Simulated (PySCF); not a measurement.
# The bond of AsF−, level by level

One job finds the state of AsF−, follows it along the bond with each method and fits the curves.

Method: As aug-cc-pVDZ-PP with ECP10, F aug-cc-pVDZ, scalar-relativistic core potentials; program: PySCF 2.14.0.

**1. Input**

A driver script around PySCF takes these settings:

```yaml
atoms: As, F
charge: -1
basis: As aug-cc-pVDZ-PP with ECP10, F aug-cc-pVDZ
Hamiltonian: scalar-relativistic core potentials
basis_functions: 55
electrons_treated: 33
masses_in_u: 74.9216, 18.9984
levels: PBE0, PBE, r²SCAN, BP86, BLYP, r²SCANh, HSE06, HF, MP2, SCS-MP2
grid: 80 radial by 434 angular points
occupations: held fixed by the projection of orbital angular momentum
dissociation_limit: As + F−, each in its ground configuration
starting_distance_in_angstrom: 1.890
values_of_2S_to_try: 1, 3
```

After the search, every level is run at each distance in turn; below they are sorted by level.

**2. PBE0 along the bond**

State followed: ²Π (doublet), unpaired electrons π ↑. The scan is laid around 1.873 Å.

Output of the SCF at 1.873 Å:

```text
******** <class 'pyscf.dft.uks_symm.SymAdaptedUKS'> ********
method = SymAdaptedUKS
initial guess = minao
damping factor = 0
level_shift factor = 0
DIIS = <class 'pyscf.scf.diis.CDIIS'>
diis_start_cycle = 1
diis_space = 10
diis_damp = 0
SCF conv_tol = 1e-09
SCF conv_tol_grad = None
SCF max_cycles = 60
direct_scf = False
max_memory 909 MB (current use 312 MB)
number electrons alpha = 17  beta = 16
XC library pyscf.dft.libxc version 7.0.0
    S. Lehtola, C. Steigemann, M. J.T. Oliveira, and M. A.L. Marques.,  SoftwareX 7, 1–5 (2018)
XC functionals = PBE0
    C. Adamo and V. Barone.,  J. Chem. Phys. 110, 6158 (1999)
    M. Ernzerhof and G. E. Scuseria.,  J. Chem. Phys. 110, 5029 (1999)
small_rho_cutoff = 0
Overwritten attributes  get_hcore get_j get_occ get_jk get_k  of <class 'pyscf.dft.uks_symm.SymAdaptedUKS'>
Set gradient conv threshold to 3.16228e-05
init E= -432.206371737793
cycle= 1 E= -432.202875750075  delta_E= 0.0035  |g|= 0.00389  |ddm|= 0.024
cycle= 2 E= -432.202875189135  delta_E= 5.61e-07  |g|= 0.0048  |ddm|= 0.0117
cycle= 3 E= -432.202886558879  delta_E= -1.14e-05  |g|= 0.0017  |ddm|= 0.00659
cycle= 4 E= -432.202887515385  delta_E= -9.57e-07  |g|= 0.000132  |ddm|= 0.0018
cycle= 5 E= -432.202887524378  delta_E= -8.99e-09  |g|= 5.24e-05  |ddm|= 0.000371
cycle= 6 E= -432.20288752659  delta_E= -2.21e-09  |g|= 1.34e-05  |ddm|= 0.000145
cycle= 7 E= -432.202887526808  delta_E= -2.17e-10  |g|= 2.95e-06  |ddm|= 4.14e-05
Extra cycle  E= -432.202887526822  delta_E= -1.42e-11  |g|= 1.55e-06  |ddm|= 1.01e-05
converged SCF energy = -432.202887526822  <S^2> = 0.75410291  2S+1 = 2.0040987
```

Points of the scan, energies from the lowest:

```csv
R (Å),E (eV),μ (D),Mulliken charge of As (e),Mayer bond order,⟨S²⟩,HOMO (eV),LUMO (eV)
1.6108,0.8381,1.12,-0.49,0.18,0.75,1.25,3.16
1.6857,0.3607,0.61,-0.47,0.26,0.75,1.15,3.08
1.7606,0.1068,0.10,-0.45,0.32,0.75,1.04,3.00
1.8168,0.0208,-0.27,-0.44,0.35,0.75,0.96,2.93
1.8730,0.0000,-0.64,-0.43,0.38,0.75,0.88,2.86
1.9292,0.0280,-1.01,-0.42,0.41,0.75,0.79,2.80
2.0041,0.1193,-1.48,-0.40,0.43,0.75,0.68,2.70
2.0978,0.2898,-2.06,-0.38,0.45,0.75,0.54,2.58
2.2101,0.5375,-2.72,-0.35,0.45,0.75,0.38,2.44
2.3600,0.8896,-3.57,-0.32,0.45,0.75,0.16,2.26
```

The fit gives Re = 1.866 Å, ωe = 534 cm⁻¹, ωexe = 3.13 cm⁻¹, αe = 0.00261 cm⁻¹, Be = 0.3194 cm⁻¹, De = 1.72 eV, μ = -0.60 D.

Orbitals nearest the gap at 1.873 Å:

```csv
spin,orbital,ε (eV),filled,made of
β,σ,-9.73,yes,"As s 67 %, F p 30 %"
α,π,-5.63,yes,F p 94 %
α,σ,-5.48,yes,"F p 61 %, As s 22 %, As p 16 %"
α,π,-5.41,yes,F p 95 %
β,π,-5.36,yes,F p 96 %
β,π,-5.23,yes,F p 96 %
β,σ,-5.15,yes,"F p 54 %, As s 31 %, As p 14 %"
α,π,-0.39,yes,As p 96 %
α,π,0.55,yes,As p 98 %
β,π,0.88,yes,As p 98 %
β,π,2.86,no,As p 100 %
α,σ,3.71,no,As p 101 %
β,σ,3.91,no,As p 102 %
α,σ,4.65,no,"diffuse, shares unclear"
```

**3. Excited determinants**

State 2: ⁴Σ⁻ (quartet), unpaired electrons σ ↑, π ↑↑, an excited solution.

Output of the SCF at 1.873 Å:

```text
[... 13 set-up lines left out, the same as in an earlier log ...]
max_memory 909 MB (current use 327 MB)
number electrons alpha = 18  beta = 15
[... 7 set-up lines left out, the same as in an earlier log ...]
init E= -432.171260036769
cycle= 1 E= -432.167769649181  delta_E= 0.00349  |g|= 0.00304  |ddm|= 0.0366
cycle= 2 E= -432.167767594182  delta_E= 2.05e-06  |g|= 0.00509  |ddm|= 0.0166
cycle= 3 E= -432.167778888174  delta_E= -1.13e-05  |g|= 0.000829  |ddm|= 0.00642
cycle= 4 E= -432.167779336371  delta_E= -4.48e-07  |g|= 0.000187  |ddm|= 0.00231
cycle= 5 E= -432.167779419551  delta_E= -8.32e-08  |g|= 9.05e-05  |ddm|= 0.0018
cycle= 6 E= -432.16777942452  delta_E= -4.97e-09  |g|= 2.59e-05  |ddm|= 0.000265
cycle= 7 E= -432.16777942515  delta_E= -6.3e-10  |g|= 6.6e-06  |ddm|= 0.000119
Extra cycle  E= -432.167779425148  delta_E= 1.99e-12  |g|= 1.1e-05  |ddm|= 3.96e-05
converged SCF energy = -432.167779425148  <S^2> = 3.7521194  2S+1 = 4.0010596
```

Re = 2.169 Å, ωe = 250.4 cm⁻¹, ωexe = 1.73 cm⁻¹, αe = 0.00243 cm⁻¹, Be = 0.2365 cm⁻¹, μ = -2.00 D. Its minimum lies 0.72 eV above that of the lowest state.

State 3: Ms = 0.5 determinant of mixed spin (⟨S²⟩ = 1.76), unpaired electrons σ ↓, π ↑↑, an excited solution.

The SCF at the reference distance, 1.873 Å, printed:

```text
[... 22 set-up lines left out, the same as in an earlier log ...]
init E= -432.155271750106
cycle= 1 E= -432.151775781448  delta_E= 0.0035  |g|= 0.00375  |ddm|= 0.039
cycle= 2 E= -432.151772545138  delta_E= 3.24e-06  |g|= 0.00598  |ddm|= 0.0197
cycle= 3 E= -432.151788158416  delta_E= -1.56e-05  |g|= 0.00124  |ddm|= 0.00856
cycle= 4 E= -432.151788978159  delta_E= -8.2e-07  |g|= 0.000294  |ddm|= 0.00308
cycle= 5 E= -432.151789173728  delta_E= -1.96e-07  |g|= 0.00016  |ddm|= 0.00299
cycle= 6 E= -432.151789193119  delta_E= -1.94e-08  |g|= 3.46e-05  |ddm|= 0.000592
cycle= 7 E= -432.151789194754  delta_E= -1.64e-09  |g|= 8.22e-06  |ddm|= 0.000289
cycle= 8 E= -432.151789194868  delta_E= -1.14e-10  |g|= 1.52e-06  |ddm|= 0.000104
Extra cycle  E= -432.151789194885  delta_E= -1.71e-11  |g|= 1.35e-06  |ddm|= 4.03e-05
converged SCF energy = -432.151789194885  <S^2> = 1.755578  2S+1 = 2.8323686
```

Re = 2.102 Å, ωe = 250.6 cm⁻¹; the determinant mixes terms (⟨S²⟩ = 1.76, ⟨Lz²⟩ = 0.00), so these belong to no real state. Its minimum lies 1.26 eV above that of the lowest state.

State 4: Ms = 0.5 determinant of mixed spin (⟨S²⟩ = 1.76), unpaired electrons σ ↑, π ↑↓, an excited solution.

The SCF at the reference distance, 1.873 Å, printed:

```text
[... 13 set-up lines left out, the same as in an earlier log ...]
max_memory 909 MB (current use 364 MB)
[... 8 set-up lines left out, the same as in an earlier log ...]
init E= -432.15129160368
cycle= 1 E= -432.14772030657  delta_E= 0.00357  |g|= 0.00355  |ddm|= 0.0371
cycle= 2 E= -432.147714966798  delta_E= 5.34e-06  |g|= 0.00622  |ddm|= 0.0182
cycle= 3 E= -432.147731490125  delta_E= -1.65e-05  |g|= 0.000913  |ddm|= 0.00772
cycle= 4 E= -432.147732059655  delta_E= -5.7e-07  |g|= 0.000233  |ddm|= 0.00272
cycle= 5 E= -432.147732182387  delta_E= -1.23e-07  |g|= 0.000131  |ddm|= 0.00223
cycle= 6 E= -432.147732194565  delta_E= -1.22e-08  |g|= 3.39e-05  |ddm|= 0.000442
cycle= 7 E= -432.147732195866  delta_E= -1.3e-09  |g|= 8.8e-06  |ddm|= 0.000207
cycle= 8 E= -432.147732195943  delta_E= -7.78e-11  |g|= 1.18e-06  |ddm|= 6.81e-05
Extra cycle  E= -432.14773219595  delta_E= -6.31e-12  |g|= 6.94e-07  |ddm|= 2.1e-05
converged SCF energy = -432.14773219595  <S^2> = 1.7590014  2S+1 = 2.8347849
```

Re = 2.134 Å, ωe = 256.6 cm⁻¹; the determinant mixes terms (⟨S²⟩ = 1.76, ⟨Lz²⟩ = 2.02), so these belong to no real state. Its minimum lies 1.32 eV above that of the lowest state.

Energy (eV) from the lowest point of the lowest state:

```csv
R (Å),lowest,state 2,state 3,state 4
1.611,0.838,2.110,2.379,2.574
1.686,0.361,1.599,1.915,2.087
1.761,0.107,1.261,1.626,1.773
1.817,0.021,1.084,1.486,1.614
1.873,0.000,0.955,1.390,1.501
1.929,0.028,0.863,1.327,1.422
2.004,0.119,0.782,1.279,1.357
2.098,0.290,0.733,1.260,1.323
2.210,0.538,0.726,1.278,1.330
2.360,0.890,0.773,1.346,1.392
```

**4. PBE (GGA)**

Output of the SCF at 1.873 Å:

```text
[... 17 set-up lines left out, the same as in an earlier log ...]
XC functionals = PBE
    J. P. Perdew, K. Burke, and M. Ernzerhof.,  Phys. Rev. Lett. 77, 3865 (1996)
    J. P. Perdew, K. Burke, and M. Ernzerhof.,  Phys. Rev. Lett. 78, 1396 (1997)
    J. P. Perdew, K. Burke, and M. Ernzerhof.,  Phys. Rev. Lett. 77, 3865 (1996)
    J. P. Perdew, K. Burke, and M. Ernzerhof.,  Phys. Rev. Lett. 78, 1396 (1997)
[... 2 set-up lines left out, the same as in an earlier log ...]
init E= -432.240605216993
cycle= 1 E= -432.241362073108  delta_E= -0.000757  |g|= 0.0664  |ddm|= 0.21
cycle= 2 E= -432.231650192297  delta_E= 0.00971  |g|= 0.175  |ddm|= 0.245
cycle= 3 E= -432.243087439097  delta_E= -0.0114  |g|= 0.00983  |ddm|= 0.17
cycle= 4 E= -432.243135880036  delta_E= -4.84e-05  |g|= 0.00449  |ddm|= 0.036
cycle= 5 E= -432.243150107393  delta_E= -1.42e-05  |g|= 0.000463  |ddm|= 0.011
cycle= 6 E= -432.243150244083  delta_E= -1.37e-07  |g|= 0.000161  |ddm|= 0.000983
cycle= 7 E= -432.243150262147  delta_E= -1.81e-08  |g|= 2.43e-05  |ddm|= 0.000302
cycle= 8 E= -432.24315026267  delta_E= -5.23e-10  |g|= 5.7e-06  |ddm|= 6.13e-05
Extra cycle  E= -432.243150262601  delta_E= 6.91e-11  |g|= 1.54e-05  |ddm|= 2.43e-05
converged SCF energy = -432.243150262601  <S^2> = 0.75290075  2S+1 = 2.0028986
```

Re = 1.894 Å, ωe = 505 cm⁻¹, ωexe = 3.09 cm⁻¹, αe = 0.00262 cm⁻¹, Be = 0.3101 cm⁻¹, De = 1.83 eV, μ = -0.55 D.

**5. r²SCAN**

Output of the SCF at 1.873 Å:

```text
[... 17 set-up lines left out, the same as in an earlier log ...]
XC functionals = R2SCAN
    J. W. Furness, A. D. Kaplan, J. Ning, J. P. Perdew, and J. Sun.,  J. Phys. Chem. Lett. 11, 8208-8215 (2020)
    J. W. Furness, A. D. Kaplan, J. Ning, J. P. Perdew, and J. Sun.,  J. Phys. Chem. Lett. 11, 9248-9248 (2020)
    J. W. Furness, A. D. Kaplan, J. Ning, J. P. Perdew, and J. Sun.,  J. Phys. Chem. Lett. 11, 8208-8215 (2020)
    J. W. Furness, A. D. Kaplan, J. Ning, J. P. Perdew, and J. Sun.,  J. Phys. Chem. Lett. 11, 9248-9248 (2020)
[... 2 set-up lines left out, the same as in an earlier log ...]
init E= -432.173765114919
cycle= 1 E= -432.174763228703  delta_E= -0.000998  |g|= 0.0176  |ddm|= 0.122
cycle= 2 E= -432.174237487079  delta_E= 0.000526  |g|= 0.0408  |ddm|= 0.0679
cycle= 3 E= -432.174929096051  delta_E= -0.000692  |g|= 0.00261  |ddm|= 0.0431
cycle= 4 E= -432.174932932985  delta_E= -3.84e-06  |g|= 0.00073  |ddm|= 0.00723
cycle= 5 E= -432.174933416739  delta_E= -4.84e-07  |g|= 0.000324  |ddm|= 0.0029
cycle= 6 E= -432.174933581251  delta_E= -1.65e-07  |g|= 0.000105  |ddm|= 0.00185
cycle= 7 E= -432.174933598211  delta_E= -1.7e-08  |g|= 4.96e-05  |ddm|= 0.000517
cycle= 8 E= -432.174933601696  delta_E= -3.48e-09  |g|= 8.22e-06  |ddm|= 0.000225
cycle= 9 E= -432.174933601921  delta_E= -2.25e-10  |g|= 2.1e-06  |ddm|= 7.43e-05
Extra cycle  E= -432.174933601932  delta_E= -1.06e-11  |g|= 3.08e-06  |ddm|= 1.62e-05
converged SCF energy = -432.174933601932  <S^2> = 0.75672932  2S+1 = 2.006718
```

Re = 1.869 Å, ωe = 528 cm⁻¹, ωexe = 3.15 cm⁻¹, αe = 0.00265 cm⁻¹, Be = 0.3184 cm⁻¹, De = 1.76 eV, μ = -0.45 D.

**6. BP86 (GGA)**

Output of the SCF at 1.873 Å:

```text
[... 13 set-up lines left out, the same as in an earlier log ...]
max_memory 909 MB (current use 341 MB)
[... 3 set-up lines left out, the same as in an earlier log ...]
XC functionals = B88,P86
    A. D. Becke.,  Phys. Rev. A 38, 3098 (1988)
    J. P. Perdew.,  Phys. Rev. B 33, 8822 (1986)
[... 2 set-up lines left out, the same as in an earlier log ...]
init E= -432.485875886088
cycle= 1 E= -432.486871728556  delta_E= -0.000996  |g|= 0.0632  |ddm|= 0.223
cycle= 2 E= -432.477887443479  delta_E= 0.00898  |g|= 0.168  |ddm|= 0.228
cycle= 3 E= -432.488428833402  delta_E= -0.0105  |g|= 0.00819  |ddm|= 0.162
cycle= 4 E= -432.488455816492  delta_E= -2.7e-05  |g|= 0.00381  |ddm|= 0.0291
cycle= 5 E= -432.488466469754  delta_E= -1.07e-05  |g|= 0.000404  |ddm|= 0.0101
cycle= 6 E= -432.488466576247  delta_E= -1.06e-07  |g|= 0.000148  |ddm|= 0.000913
cycle= 7 E= -432.488466591295  delta_E= -1.5e-08  |g|= 2.24e-05  |ddm|= 0.000282
cycle= 8 E= -432.488466591771  delta_E= -4.76e-10  |g|= 4.2e-06  |ddm|= 5.7e-05
Extra cycle  E= -432.488466591743  delta_E= 2.79e-11  |g|= 1.02e-05  |ddm|= 1.93e-05
converged SCF energy = -432.488466591743  <S^2> = 0.75288596  2S+1 = 2.0028839
```

Re = 1.893 Å, ωe = 505 cm⁻¹, ωexe = 3.10 cm⁻¹, αe = 0.00263 cm⁻¹, Be = 0.3103 cm⁻¹, De = 1.89 eV, μ = -0.51 D. 6.2 s of CPU time for 12 points, integrals apart.

**7. BLYP (GGA)**

Output of the SCF at 1.873 Å:

```text
[... 17 set-up lines left out, the same as in an earlier log ...]
XC functionals = BLYP
[... 1 set-up line left out, the same as in an earlier log ...]
    C. Lee, W. Yang, and R. G. Parr.,  Phys. Rev. B 37, 785 (1988)
    B. Miehlich, A. Savin, H. Stoll, and H. Preuss.,  Chem. Phys. Lett. 157, 200 (1989)
[... 2 set-up lines left out, the same as in an earlier log ...]
init E= -432.294692061959
cycle= 1 E= -432.29765237345  delta_E= -0.00296  |g|= 0.0458  |ddm|= 0.311
cycle= 2 E= -432.293367797922  delta_E= 0.00428  |g|= 0.115  |ddm|= 0.217
cycle= 3 E= -432.29860456321  delta_E= -0.00524  |g|= 0.013  |ddm|= 0.127
cycle= 4 E= -432.298704642228  delta_E= -0.0001  |g|= 0.0059  |ddm|= 0.0463
cycle= 5 E= -432.298725926416  delta_E= -2.13e-05  |g|= 0.000369  |ddm|= 0.012
cycle= 6 E= -432.298726001079  delta_E= -7.47e-08  |g|= 0.000124  |ddm|= 0.000741
cycle= 7 E= -432.298726010373  delta_E= -9.29e-09  |g|= 2.62e-05  |ddm|= 0.000238
cycle= 8 E= -432.29872601111  delta_E= -7.38e-10  |g|= 4.81e-06  |ddm|= 7.19e-05
Extra cycle  E= -432.298726011058  delta_E= 5.28e-11  |g|= 1.33e-05  |ddm|= 1.79e-05
converged SCF energy = -432.298726011058  <S^2> = 0.75266913  2S+1 = 2.0026674
```

Re = 1.913 Å, ωe = 484 cm⁻¹, ωexe = 3.12 cm⁻¹, αe = 0.00267 cm⁻¹, Be = 0.3040 cm⁻¹, De = 1.83 eV, μ = -0.72 D. 6.1 s of CPU time for 12 points, integrals apart.

**8. r²SCANh**

Output of the SCF at 1.873 Å:

```text
[... 13 set-up lines left out, the same as in an earlier log ...]
max_memory 909 MB (current use 342 MB)
[... 3 set-up lines left out, the same as in an earlier log ...]
XC functionals = HYB_MGGA_XC_R2SCANH
    M. Bursch, H. Neugebauer, S. Ehlert, and S. Grimme.,  J. Chem. Phys. 156, 134105 (2022)
[... 2 set-up lines left out, the same as in an earlier log ...]
init E= -432.164631310742
cycle= 1 E= -432.165253224893  delta_E= -0.000622  |g|= 0.00574  |ddm|= 0.088
cycle= 2 E= -432.165271179444  delta_E= -1.8e-05  |g|= 0.00409  |ddm|= 0.0294
cycle= 3 E= -432.16528571887  delta_E= -1.45e-05  |g|= 0.00178  |ddm|= 0.0158
cycle= 4 E= -432.165287079251  delta_E= -1.36e-06  |g|= 0.00106  |ddm|= 0.00384
cycle= 5 E= -432.165287639716  delta_E= -5.6e-07  |g|= 0.00034  |ddm|= 0.0017
cycle= 6 E= -432.165287852562  delta_E= -2.13e-07  |g|= 0.000101  |ddm|= 0.00197
cycle= 7 E= -432.165287870675  delta_E= -1.81e-08  |g|= 3.66e-05  |ddm|= 0.000499
cycle= 8 E= -432.165287873706  delta_E= -3.03e-09  |g|= 6.22e-06  |ddm|= 0.000246
cycle= 9 E= -432.16528787384  delta_E= -1.34e-10  |g|= 1.92e-06  |ddm|= 5.02e-05
Extra cycle  E= -432.165287873859  delta_E= -1.86e-11  |g|= 1.18e-06  |ddm|= 1.62e-05
converged SCF energy = -432.165287873859  <S^2> = 0.75694994  2S+1 = 2.0069379
```

Re = 1.862 Å, ωe = 536 cm⁻¹, ωexe = 3.15 cm⁻¹, αe = 0.00264 cm⁻¹, Be = 0.3209 cm⁻¹, De = 1.72 eV, μ = -0.49 D. 15 s of CPU time for 12 points, integrals apart.

**9. HSE06**

Output of the SCF at 1.873 Å:

```text
[... 17 set-up lines left out, the same as in an earlier log ...]
XC functionals = HSE06
    J. Heyd, G. E. Scuseria, and M. Ernzerhof.,  J. Chem. Phys. 118, 8207 (2003)
    J. Heyd, G. E. Scuseria, and M. Ernzerhof.,  J. Chem. Phys. 124, 219906 (2006)
    A. V. Krukau, O. A. Vydrov, A. F. Izmaylov, and G. E. Scuseria.,  J. Chem. Phys. 125, 224106 (2006)
[... 2 set-up lines left out, the same as in an earlier log ...]
init E= -432.208020964699
cycle= 1 E= -432.208051702426  delta_E= -3.07e-05  |g|= 0.00204  |ddm|= 0.0293
cycle= 2 E= -432.208046820275  delta_E= 4.88e-06  |g|= 0.0035  |ddm|= 0.00935
cycle= 3 E= -432.208054130634  delta_E= -7.31e-06  |g|= 0.00056  |ddm|= 0.00485
cycle= 4 E= -432.2080520199  delta_E= 2.11e-06  |g|= 0.000113  |ddm|= 0.00118
cycle= 5 E= -432.208052037872  delta_E= -1.8e-08  |g|= 2.85e-05  |ddm|= 0.000478
cycle= 6 E= -432.208052039166  delta_E= -1.29e-09  |g|= 8.8e-06  |ddm|= 0.000137
cycle= 7 E= -432.208052039276  delta_E= -1.11e-10  |g|= 3.71e-06  |ddm|= 4.59e-05
Extra cycle  E= -432.208052039261  delta_E= 1.54e-11  |g|= 7.81e-06  |ddm|= 1.43e-05
converged SCF energy = -432.208052039261  <S^2> = 0.75361342  2S+1 = 2.0036102
```

Re = 1.868 Å, ωe = 532 cm⁻¹, ωexe = 3.11 cm⁻¹, αe = 0.00262 cm⁻¹, Be = 0.3187 cm⁻¹, De = 1.78 eV, μ = -0.61 D.

**10. UHF**

Log of the SCF at 1.873 Å:

```text
******** <class 'pyscf.scf.uhf_symm.SymAdaptedUHF'> ********
method = SymAdaptedUHF
[... 11 set-up lines left out, the same as in an earlier log ...]
max_memory 909 MB (current use 346 MB)
[... 1 set-up line left out, the same as in an earlier log ...]
Overwritten attributes  get_hcore get_j get_occ get_jk get_k  of <class 'pyscf.scf.uhf_symm.SymAdaptedUHF'>
[... 1 set-up line left out, the same as in an earlier log ...]
init E= -430.639897196243
cycle= 1 E= -430.654373143133  delta_E= -0.0145  |g|= 0.0429  |ddm|= 0.287
cycle= 2 E= -430.655301972321  delta_E= -0.000929  |g|= 0.0205  |ddm|= 0.0819
cycle= 3 E= -430.655518430379  delta_E= -0.000216  |g|= 0.00836  |ddm|= 0.0292
cycle= 4 E= -430.655580117146  delta_E= -6.17e-05  |g|= 0.00194  |ddm|= 0.0184
cycle= 5 E= -430.655589635362  delta_E= -9.52e-06  |g|= 0.000957  |ddm|= 0.0074
cycle= 6 E= -430.65559270765  delta_E= -3.07e-06  |g|= 0.000444  |ddm|= 0.00486
cycle= 7 E= -430.655593584837  delta_E= -8.77e-07  |g|= 0.000224  |ddm|= 0.00294
cycle= 8 E= -430.655593809495  delta_E= -2.25e-07  |g|= 0.000109  |ddm|= 0.00165
cycle= 9 E= -430.655593864415  delta_E= -5.49e-08  |g|= 4.19e-05  |ddm|= 0.000988
cycle= 10 E= -430.655593871386  delta_E= -6.97e-09  |g|= 1.2e-05  |ddm|= 0.0004
cycle= 11 E= -430.655593871795  delta_E= -4.09e-10  |g|= 3.45e-06  |ddm|= 8.22e-05
Extra cycle  E= -430.65559387182  delta_E= -2.53e-11  |g|= 2.06e-06  |ddm|= 1.14e-05
converged SCF energy = -430.65559387182  <S^2> = 0.763587  2S+1 = 2.0135412
```

Re = 1.847 Å, ωe = 550 cm⁻¹, ωexe = 3.51 cm⁻¹, αe = 0.00277 cm⁻¹, Be = 0.3261 cm⁻¹, De = 0.80 eV, μ = -0.81 D.

**11. MP2**

Reference: UHF; core orbitals frozen: 5.

Correlation energy (eV) along the bond:

```csv
R (Å),MP2,SCS-MP2
1.611,-8.712,-8.356
1.686,-8.770,-8.416
1.761,-8.821,-8.470
1.817,-8.854,-8.507
1.873,-8.883,-8.539
1.929,-8.908,-8.567
2.004,-8.934,-8.598
2.098,-8.954,-8.624
2.210,-8.964,-8.641
2.360,-8.956,-8.643
```

UHF-MP2: Re = 1.877 Å, ωe = 530 cm⁻¹, ωexe = 2.88 cm⁻¹, αe = 0.00248 cm⁻¹, Be = 0.3156 cm⁻¹, De = 1.16 eV.

UHF-SCS-MP2: Re = 1.881 Å, ωe = 524 cm⁻¹, ωexe = 2.89 cm⁻¹, αe = 0.00250 cm⁻¹, Be = 0.3143 cm⁻¹, De = 1.23 eV.

**12. The curves together**

Energy (eV) from each level's lowest point:

```csv
R (Å),UHF,UHF-MP2,UHF-SCS-MP2,PBE,BLYP,BP86,r²SCAN,r²SCANh,PBE0,HSE06
1.611,0.738,0.909,0.921,0.964,1.051,0.960,0.844,0.812,0.838,0.848
1.686,0.292,0.406,0.416,0.448,0.511,0.445,0.366,0.344,0.361,0.367
1.761,0.068,0.131,0.137,0.157,0.198,0.156,0.111,0.098,0.107,0.111
1.817,0.003,0.032,0.035,0.045,0.070,0.045,0.023,0.017,0.021,0.023
1.873,0.000,0.000,0.000,0.000,0.009,0.000,0.000,0.000,0.000,0.000
1.929,0.044,0.019,0.016,0.005,0.000,0.006,0.025,0.031,0.028,0.026
2.004,0.152,0.102,0.094,0.068,0.045,0.069,0.113,0.126,0.119,0.115
2.098,0.337,0.266,0.252,0.207,0.162,0.209,0.278,0.300,0.290,0.283
2.210,0.593,0.512,0.491,0.422,0.353,0.423,0.518,0.550,0.538,0.528
2.360,0.943,0.870,0.839,0.736,0.639,0.737,0.861,0.904,0.890,0.878
```

**13. What came out**

Lowest PBE0 solution found, without spin–orbit coupling: ²Π (doublet), unpaired electrons π ↑. State 2 has its PBE0 minimum 0.72 eV higher. State 3 has its PBE0 minimum 1.26 eV higher, as a spin-mixed determinant (⟨S²⟩ = 1.76), so this is no gap between pure states. State 4 has its PBE0 minimum 1.32 eV higher, as a spin-mixed determinant (⟨S²⟩ = 1.76), so this is no gap between pure states. The other levels ran on the lowest alone.

```csv
level,Re (Å),ωe (cm⁻¹),De (eV),μ (D)
UHF,1.847,550,0.80,-0.81
UHF-MP2,1.877,530,1.16,n/a
UHF-SCS-MP2,1.881,524,1.23,n/a
PBE,1.894,505,1.83,-0.55
BLYP,1.913,484,1.83,-0.72
BP86,1.893,505,1.89,-0.51
r²SCAN,1.869,528,1.76,-0.45
r²SCANh,1.862,536,1.72,-0.49
PBE0,1.866,534,1.72,-0.60
HSE06,1.868,532,1.78,-0.61
```

De is counted to As + F− in their ground configurations. A positive dipole points from As to F; in an ion it is taken about the centre of mass and does not tell which atom is negative.

Time per point (s) on 1 thread, shared host (CPU time, shared integrals of 0.22 s apart; correlated levels include their reference); the times are rough: UHF 0.21, UHF-MP2 0.38, UHF-SCS-MP2 0.38, PBE 0.73, BLYP 0.51, BP86 0.52, r²SCAN 1.1, r²SCANh 1.3, PBE0 0.94, HSE06 1.2.

**Reading.** The methods spread over 0.066 Å in bond length, from UHF to BLYP. Among the levels with a De in the table, it runs from 0.80 eV (UHF) to 1.89 eV (BP86).

Correlated steps freeze 5 core orbitals. With some functionals the highest level of the anion is positive, from self-interaction error or because the anion is truly unbound there; the finite basis then holds the extra electron, and no neutral molecule was run to test the binding.
